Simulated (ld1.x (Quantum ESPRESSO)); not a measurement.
# Cu: generating and testing a TM potential

Do these settings give a usable potential? It is generated, then checked for transferability, scattering, ghosts and hardness.

Method: ld1.x (Quantum ESPRESSO) 7.5, PBE, scalar-relativistic.

## 1. The atom and the settings

Typed settings, in words:

```
element                 : copper (Cu, Z = 29)
type                    : norm-conserving Troullier–Martins (Kleinman–Bylander form)
frozen core             : [Ar]
valence charge          : 11
reference configuration : 3d10 4s1 4p0
partial waves           : 4s (bound): rc 1.70 bohr; 3d (bound): rc 1.10 bohr; 4p (bound, empty): rc 2.90 bohr
local potential         : the p channel
core correction         : not asked for
```

The nodes and maxima of the atom's own shells, from an earlier all-electron run, set the scale for the radii.

All-electron outer shells of the reference configuration (PBE, scalar-relativistic, ld1.x):

```
shell  level (eV)  outermost node (bohr)  outermost maximum (bohr)
   3s     -114.70                   0.29                      0.61
   3p      -72.14                   0.26                      0.62
   3d       -5.04                      –                      0.60
   4s       -4.61                   0.89                      2.27
   4p       -0.70                   0.97                      3.65
```

## 2. Generating the potential

Contents of Cu.in:

```
 &input
   title='Cu', zed=29., rel=1, dft='PBE', iswitch=3,
   config='[Ar] 3d10 4s1 4p0',
   nld=3, rlderiv=3.15, eminld=-2.0, emaxld=5.0, deld=0.02
 /
 &inputp
   pseudotype=2, tm=.true., lloc=1,
   nlcc=.false.,
   file_pseudopw='Cu.UPF', file_wfcaegen='ae.wfc', file_wfcncgen='nc.wfc', file_beta='beta', file_chi='chi'
 /
3
4S  1  0   1.00   0.00  1.70  1.70  0.0
3D  3  2  10.00   0.00  1.10  1.10  0.0
4P  2  1   0.00   0.00  2.90  2.90  0.0
 &test
   configts(1)='3d10 4s1 4p0'
 /
```

Started as:

```sh
$ ld1.x < Cu.in > Cu.out
```

Output in Cu.out (without the banner and most projector matrices):

```text
     Program LD1 v.7.5
     --------------------------- All-electron run ----------------------------

     Cu
     scalar relativistic calculation

     atomic number is 29.00
     dft =PBE   lsd =0 sic =0 latt =0  beta=0.20 tr2=1.0E-14
     Exchange-correlation= PBE
                           (   1   4   3   4   0   0   0)
     mesh =1199 r(mesh) = 100.25372 a.u. xmin = -7.00 dx = 0.01250
     1 Ry =  13.60569312 eV, c = 137.03599908

     n l     nl                  e(Ry)          e(Ha)          e(eV)
     1 0     1S 1( 2.00)      -650.5489      -325.2745     -8851.1694
     2 0     2S 1( 2.00)       -78.0904       -39.0452     -1062.4738
     2 1     2P 1( 6.00)       -67.3965       -33.6983      -916.9763
     3 0     3S 1( 2.00)        -8.4305        -4.2153      -114.7030
     3 1     3P 1( 6.00)        -5.3024        -2.6512       -72.1430
     3 2     3D 1(10.00)        -0.3703        -0.1851        -5.0378
     4 0     4S 1( 1.00)        -0.3388        -0.1694        -4.6093
     4 1     4P 1( 0.00)        -0.0512        -0.0256        -0.6967

     final scf error:  5.3E-15 reached in  32 iterations

     Etot =   -3309.701531 Ry,   -1654.850765 Ha,  -45030.783357 eV

     Ekin =    3358.932341 Ry,    1679.466170 Ha,   45700.602648 eV
     Encl =   -7969.314771 Ry,   -3984.657386 Ha, -108428.051175 eV
     Eh   =    1435.751702 Ry,     717.875851 Ha,   19534.397054 eV
     Exc  =    -135.070802 Ry,     -67.535401 Ha,   -1837.731883 eV

     normalization and overlap integrals

     s(1S/1S) =  1.000000  <r> =   0.0521  <r2> =    0.0037  r(max) =   0.0341
     s(2S/2S) =  1.000000  <r> =   0.2352  <r2> =    0.0653  r(max) =   0.1960
     s(2P/2P) =  1.000000  <r> =   0.2064  <r2> =    0.0523  r(max) =   0.1585
     s(3S/3S) =  1.000000  <r> =   0.7119  <r2> =    0.5863  r(max) =   0.6112
     s(3P/3P) =  1.000000  <r> =   0.7494  <r2> =    0.6650  r(max) =   0.6189
     s(3D/3D) =  1.000000  <r> =   1.0474  <r2> =    1.5756  r(max) =   0.6036
     s(4S/4S) =  1.000000  <r> =   2.9362  <r2> =   10.2155  r(max) =   2.2710
     s(4P/4P) =  1.000000  <r> =   5.1791  <r2> =   33.4210  r(max) =   3.6517

     ------------------------ End of All-electron run ------------------------

     --------------------- Generating NC pseudopotential ---------------------

      Generating local pot.: lloc=1, matching radius rcloc =   2.9000

      Wfc   4S  rcut= 1.704  Using Troullier-Martins method

      Wfc   3D  rcut= 1.114  Using Troullier-Martins method

     ------------------- End of pseudopotential generation -------------------

     [... the all-electron block is printed once more ...]


     Computing logarithmic derivative in   3.16285
     Computing logarithmic derivative in   3.16285
     Computing the partial wave expansion
     R is outside the sphere for l=    0 j= 0.00
       no projector for channel:   1
     R is outside the sphere for l=    2 j= 0.00

     ---------------------- Testing the pseudopotential ----------------------

     Cu
     scalar relativistic calculation

     atomic number is 29.00   valence charge is 11.00
     dft =PBE   lsd =0 sic =0 latt =0  beta=0.20 tr2=1.0E-14
     mesh =1199 r(mesh) = 100.25372 xmin = -7.00 dx = 0.01250

     n l     nl             e AE (Ry)        e PS (Ry)    De AE-PS (Ry)
     3 2     3D   1(10.00)       -0.37027       -0.37027        0.00000
     1 0     4S   1( 1.00)       -0.33878       -0.33878       -0.00000
     2 1     4P   1( 0.00)       -0.05121       -0.05121        0.00000

     eps = 9.3E-15  iter = 12

     Etot =   -3309.701531 Ry,   -1654.850765 Ha,  -45030.783357 eV
     Etotps =   -98.073331 Ry,     -49.036666 Ha,   -1334.355651 eV

     Ekin =     155.983353 Ry,      77.991677 Ha,    2122.261635 eV
     Encl =    -184.019848 Ry,     -92.009924 Ha,   -2503.717578 eV
     Ehrt =      98.712099 Ry,      49.356050 Ha,    1343.046529 eV
     Ecxc =     -15.786649 Ry,      -7.893325 Ha,    -214.788305 eV
     Epseu=    -152.962287 Ry,     -76.481143 Ha,   -2081.157932 eV

     ---------------------- End of pseudopotential test ----------------------
```

Run time: 1.5 s. Hardware: 1 thread of Neoverse-V1, shared host. (Generation and the later configuration tests together.)

All-electron and pseudo partial waves u(r) = r·R(r), from the program's wave files:

| r (bohr) | 3d AE | 3d PS |
| --- | --- | --- |
| 0.145 | 0.2203 | 0.0729 |
| 0.290 | 0.6359 | 0.4303 |
| 0.435 | 0.8909 | 0.8708 |
| 0.580 | 0.9708 | 1.0559 |
| 0.725 | 0.9457 | 1.0003 |
| 0.870 | 0.8744 | 0.8855 |
| 1.015 | 0.7889 | 0.7892 |
| 1.160 | 0.7040 | 0.7040 |
| 1.305 | 0.6254 | 0.6254 |
| 1.450 | 0.5551 | 0.5551 |
| 1.595 | 0.4930 | 0.4930 |
| 1.740 | 0.4386 | 0.4386 |
| 1.885 | 0.3910 | 0.3910 |
| 2.030 | 0.3492 | 0.3492 |
| 2.175 | 0.3126 | 0.3126 |
| 2.320 | 0.2803 | 0.2803 |
| 2.465 | 0.2518 | 0.2518 |
| 2.610 | 0.2264 | 0.2264 |
| 2.755 | 0.2040 | 0.2040 |
| 2.900 | 0.1839 | 0.1839 |
| 3.045 | 0.1660 | 0.1660 |
| 3.190 | 0.1500 | 0.1500 |
| 3.335 | 0.1357 | 0.1357 |
| 3.480 | 0.1228 | 0.1228 |
| 3.625 | 0.1112 | 0.1112 |
| 3.770 | 0.1008 | 0.1008 |

## 3. Configuration tests

Contents of Cu.test.in:

```
 &input
   title='Cu', zed=29., rel=1, dft='PBE', iswitch=2,
   config='[Ar] 3d10 4s1 4p0'
 /
 &test
   file_pseudo='Cu.UPF', nconf=8,
   configts(1)='3d10 4s1 4p0',
   configts(2)='3d10 4s0 4p0',
   configts(3)='3d9 4s0 4p0',
   configts(4)='3d8 4s0 4p0',
   configts(5)='3d10 4s0 4p1',
   configts(6)='3d9 4s1 4p1',
   configts(7)='3d10 4s0.5 4p0',
   configts(8)='3d9 4s1 4p0'
 /
```

Started as:

```sh
$ ld1.x < Cu.test.in > Cu.test.out
```

Cu.test.out, the pseudopotential blocks, each with the warnings that came before it:

```text
     ---------------------- Testing the pseudopotential ----------------------

     Cu
     scalar relativistic calculation

     atomic number is 29.00   valence charge is 11.00
     dft =PBE   lsd =0 sic =0 latt =0  beta=0.20 tr2=1.0E-14
     mesh =1199 r(mesh) = 100.25372 xmin = -7.00 dx = 0.01250

     n l     nl             e AE (Ry)        e PS (Ry)    De AE-PS (Ry)
     3 2     3D   1(10.00)       -0.37027       -0.37027        0.00000
     1 0     4S   1( 1.00)       -0.33878       -0.33878       -0.00000
     2 1     4P   1( 0.00)       -0.05121       -0.05121        0.00000

     eps = 9.1E-15  iter = 22

     Etot =   -3309.701531 Ry,   -1654.850765 Ha,  -45030.783357 eV
     Etotps =   -98.073332 Ry,     -49.036666 Ha,   -1334.355665 eV

     Ekin =     155.983352 Ry,      77.991676 Ha,    2122.261621 eV
     Encl =    -184.019848 Ry,     -92.009924 Ha,   -2503.717583 eV
     Ehrt =      98.712100 Ry,      49.356050 Ha,    1343.046534 eV
     Ecxc =     -15.786649 Ry,      -7.893325 Ha,    -214.788305 eV
     Epseu=    -152.962287 Ry,     -76.481143 Ha,   -2081.157932 eV

     ---------------------- End of pseudopotential test ----------------------

     ---------------------- Testing the pseudopotential ----------------------

     Cu
     [...]
     n l     nl             e AE (Ry)        e PS (Ry)    De AE-PS (Ry)
     3 2     3D   1(10.00)       -1.00387       -0.99688       -0.00699  !
     1 0     4S   1( 0.00)       -0.87409       -0.87332       -0.00077
     2 1     4P   1( 0.00)       -0.48142       -0.48172        0.00030

     eps = 9.5E-15  iter =  8

     Etot =   -3309.102669 Ry,   -1654.551334 Ha,  -45022.635421 eV
     Etotps =   -97.474400 Ry,     -48.737200 Ha,   -1326.206779 eV
     dEtot_ae =       0.598862 Ry
     dEtot_ps =       0.598932 Ry,   Delta E=      -0.000070 Ry

     [...]
     ---------------------- End of pseudopotential test ----------------------

     Warning: n=3, l=2 expected 0 nodes, found 1
     ---------------------- Testing the pseudopotential ----------------------

     Cu
     [...]
     n l     nl             e AE (Ry)        e PS (Ry)    De AE-PS (Ry)
     3 2     3D   1( 9.00)       -2.17762       -2.22213        0.04451  !
     1 0     4S   1( 0.00)       -1.64243       -1.62860       -0.01383  !
     2 1     4P   1( 0.00)       -1.12816       -1.12454       -0.00362

     eps = 9.9E-15  iter =  7

     Etot =   -3307.534761 Ry,   -1653.767381 Ha,  -45001.302955 eV
     Etotps =   -95.891933 Ry,     -47.945967 Ha,   -1304.676216 eV
     dEtot_ae =       2.166770 Ry
     dEtot_ps =       2.181399 Ry,   Delta E=      -0.014630 Ry

     [...]
     ---------------------- End of pseudopotential test ----------------------

     ---------------------- Testing the pseudopotential ----------------------

     Cu
     [...]
     n l     nl             e AE (Ry)        e PS (Ry)    De AE-PS (Ry)
     3 2     3D   1( 8.00)       -3.59499       -3.73121        0.13622  !
     1 0     4S   1( 0.00)       -2.53770       -2.49799       -0.03971  !
     2 1     4P   1( 0.00)       -1.91536       -1.91817        0.00280

     eps = 1.2E-15  iter =  9

     Etot =   -3304.666857 Ry,   -1652.333428 Ha,  -44962.283127 eV
     Etotps =   -92.935695 Ry,     -46.467848 Ha,   -1264.454548 eV
     dEtot_ae =       5.034674 Ry
     dEtot_ps =       5.137637 Ry,   Delta E=      -0.102963 Ry

     [...]
     ---------------------- End of pseudopotential test ----------------------

     ---------------------- Testing the pseudopotential ----------------------

     Cu
     [...]
     n l     nl             e AE (Ry)        e PS (Ry)    De AE-PS (Ry)
     3 2     3D   1(10.00)       -0.52571       -0.52248       -0.00323
     1 0     4S   1( 0.00)       -0.44612       -0.44573       -0.00039
     2 1     4P   1( 1.00)       -0.12603       -0.12604        0.00001

     eps = 1.5E-15  iter = 12

     Etot =   -3309.397502 Ry,   -1654.698751 Ha,  -45026.646835 eV
     Etotps =   -97.769365 Ry,     -48.884683 Ha,   -1330.219983 eV
     dEtot_ae =       0.304029 Ry
     dEtot_ps =       0.303967 Ry,   Delta E=       0.000062 Ry

     [...]
     ---------------------- End of pseudopotential test ----------------------

     ---------------------- Testing the pseudopotential ----------------------

     Cu
     [...]
     n l     nl             e AE (Ry)        e PS (Ry)    De AE-PS (Ry)
     3 2     3D   1( 9.00)       -0.85163       -0.90486        0.05324  !
     1 0     4S   1( 1.00)       -0.52491       -0.52236       -0.00255
     2 1     4P   1( 1.00)       -0.15499       -0.15422       -0.00077

     eps = 7.3E-15  iter = 24

     Etot =   -3309.200967 Ry,   -1654.600483 Ha,  -45023.972836 eV
     Etotps =   -97.549949 Ry,     -48.774974 Ha,   -1327.234664 eV
     dEtot_ae =       0.500564 Ry
     dEtot_ps =       0.523384 Ry,   Delta E=      -0.022820 Ry

     [...]
     ---------------------- End of pseudopotential test ----------------------

     ---------------------- Testing the pseudopotential ----------------------

     Cu
     [...]
     n l     nl             e AE (Ry)        e PS (Ry)    De AE-PS (Ry)
     3 2     3D   1(10.00)       -0.67108       -0.66836       -0.00272
     1 0     4S   1( 0.50)       -0.59517       -0.59536        0.00020
     2 1     4P   1( 0.00)       -0.25132       -0.25160        0.00028

     eps = 9.6E-16  iter = 20

     Etot =   -3309.469123 Ry,   -1654.734561 Ha,  -45027.621283 eV
     Etotps =   -97.840822 Ry,     -48.920411 Ha,   -1331.192197 eV
     dEtot_ae =       0.232408 Ry
     dEtot_ps =       0.232511 Ry,   Delta E=      -0.000102 Ry

     [...]
     ---------------------- End of pseudopotential test ----------------------

     ---------------------- Testing the pseudopotential ----------------------

     Cu
     [...]
     n l     nl             e AE (Ry)        e PS (Ry)    De AE-PS (Ry)
     3 2     3D   1( 9.00)       -1.38593       -1.43962        0.05369  !
     1 0     4S   1( 1.00)       -0.99920       -0.99590       -0.00329
     2 1     4P   1( 0.00)       -0.56486       -0.56411       -0.00075

     eps = 7.5E-15  iter = 32

     Etot =   -3308.850568 Ry,   -1654.425284 Ha,  -45019.205425 eV
     Etotps =   -97.200516 Ry,     -48.600258 Ha,   -1322.480395 eV
     dEtot_ae =       0.850962 Ry
     dEtot_ps =       0.872816 Ry,   Delta E=      -0.021854 Ry

     [...]
     ---------------------- End of pseudopotential test ----------------------
```

Energies count from the reference configuration 3d10 4s1 4p0; the error is all-electron less pseudo. A star marks tests that logged a warning.

```tsv
valence configuration	charge	ΔE all-electron (eV)	error AE − PS (meV)
3d10 4s0 4p0	+1	8.148	-1.0
3d9 4s0 4p0 *	+2	29.480	-199
3d8 4s0 4p0	+3	68.500	-1401
3d10 4s0 4p1	0	4.137	+0.8
3d9 4s1 4p1	0	6.811	-310
3d10 4s0.5 4p0	+0.5	3.162	-1.4
3d9 4s1 4p0	+1	11.578	-297
```

## 4. Logarithmic derivatives

Taken from the files of the generation run. The phase is arctan(r·u′/u) with u = r·R, unwrapped, with energies in Ry. A pole is an energy at which the radial function vanishes at the test radius. The pseudo phase is shifted by a multiple of π to meet the all-electron one at the reference energy. Levels narrower than the energy grid can be missing from the poles. The last column is the largest difference on the grid between −1 and +1 Ry.

| channel | radius (bohr) | reference (Ry) | poles AE | poles PS | window around the reference with phases within 0.05 rad (Ry) | largest difference near zero (rad) |
| --- | --- | --- | --- | --- | --- | --- |
| s | 3.16 | -0.34 | 0.38 | 0.40 | below 1.6 | 0.012 |
| p | 3.16 | -0.05 | 1.19 | 1.16 | below 2.3 | 0.005 |
| d | 3.16 | -0.37 | -0.33, 2.68 | -0.33, 3.23 | below 0.5 | 0.210 |

Phases (rad) along the scan:

| E (Ry) | d AE | d PS | s AE | s PS |
| --- | --- | --- | --- | --- |
| -2.00 | 1.360 | 1.361 | 1.307 | 1.308 |
| -1.52 | 1.333 | 1.334 | 1.243 | 1.244 |
| -1.04 | 1.289 | 1.290 | 1.094 | 1.096 |
| -0.56 | 1.150 | 1.154 | 0.326 | 0.328 |
| -0.08 | -1.879 | -1.871 | -1.297 | -1.295 |
| 0.40 | -2.098 | -2.064 | -1.576 | -1.571 |
| 0.88 | -2.743 | -2.533 | -1.697 | -1.685 |
| 1.36 | -4.083 | -3.792 | -1.812 | -1.782 |
| 1.84 | -4.499 | -4.381 | -2.013 | -1.917 |
| 2.32 | -4.646 | -4.567 | -2.698 | -2.222 |
| 2.80 | -4.731 | -4.658 | -4.043 | -3.224 |
| 3.28 | -4.801 | -4.718 | -4.428 | -4.151 |
| 3.76 | -4.885 | -4.767 | -4.561 | -4.424 |
| 4.24 | -5.038 | -4.817 | -4.630 | -4.538 |
| 4.72 | -5.595 | -4.879 | -4.676 | -4.601 |

## 5. Cutoff and ghost test in a Bessel basis

This step uses the generator's waves and projectors in a separate script. Basis: spherical Bessel functions vanishing at 20 bohr, q² up to the cutoff; potential fixed at the reference.

All-electron valence levels (Ry): 4s -0.3388, 3d -0.3703, 4p -0.0512. The lowest levels of each channel (Ry) by cutoff; the last column sums, over occupied levels, occupation times the distance from the level at 400 Ry. A positive value at high cutoff is not a bound level.

| cutoff (Ry) | s #1 | s #2 | d #1 | p #1 | f #1 | Σ f·Δε (mRy) |
| --- | --- | --- | --- | --- | --- | --- |
| 8 | -8.3913 | -0.3315 | 0.0633 | -0.0509 | 0.1122 | 4343.0 |
| 18 | -10.2006 | -0.3360 | 0.0633 | -0.0511 | 0.1122 | 4338.5 |
| 35 | -12.3496 | -0.3384 | 0.0633 | -0.0511 | 0.1122 | 4335.6 |
| 55 | -12.6982 | -0.3387 | 0.0631 | -0.0511 | 0.1122 | 4334.2 |
| 90 | -12.7636 | -0.3388 | 0.0569 | -0.0511 | 0.1122 | 4271.3 |
| 140 | -12.7766 | -0.3388 | -0.3420 | -0.0511 | 0.1122 | 282.3 |
| 200 | -12.7781 | -0.3388 | -0.3699 | -0.0511 | 0.1122 | 3.4 |
| 230 | -12.7782 | -0.3388 | -0.3700 | -0.0511 | 0.1122 | 2.9 |
| 400 | -12.7785 | -0.3388 | -0.3703 | -0.0511 | 0.1122 | 0.0 |

The sum stays within 10 mRy from 200 Ry and within 1 mRy only somewhere over 300 Ry. The sum leaves out empty levels, which can need more. Ghost test: ghost state, bound below the all-electron valence or empty levels of the same l: s at -173.9 eV.

## 6. Outcome

```
                                                quantity                       value
               cutoffs for 10 and 1 mRy, occupied levels      200 Ry and over 300 Ry
                                            bound ghosts             s at -173.86 eV
                            largest test error (AE − PS)  -1401 meV, for 3d8 4s0 4p0
largest phase difference near zero energy, channels read                   0.210 rad
```

What this shows: It has a bound ghost (s), a state that the atom doesn't have, and that rules the file out. The worst unpolarised test, 3d8 4s0 4p0, is off by 1401 meV on 68.5 eV; by total energies transferability rates as poor. That test lies far up in energy; among those under 40 eV, nearer to bonding, the largest error is 310 meV. It counts as very hard, with 200 Ry needed at the looser tolerance. The tighter tolerance needs over 300 Ry, and converged work needs a cutoff nearer that. The slowest occupied level is 3d: taken alone it needs 200 Ry to come within 1 mRy, against 25 Ry for 4s. Of the channels read, d scatters worst near zero energy, by up to 0.21 rad. These are tests on the free atom; a crystal test is still owed.
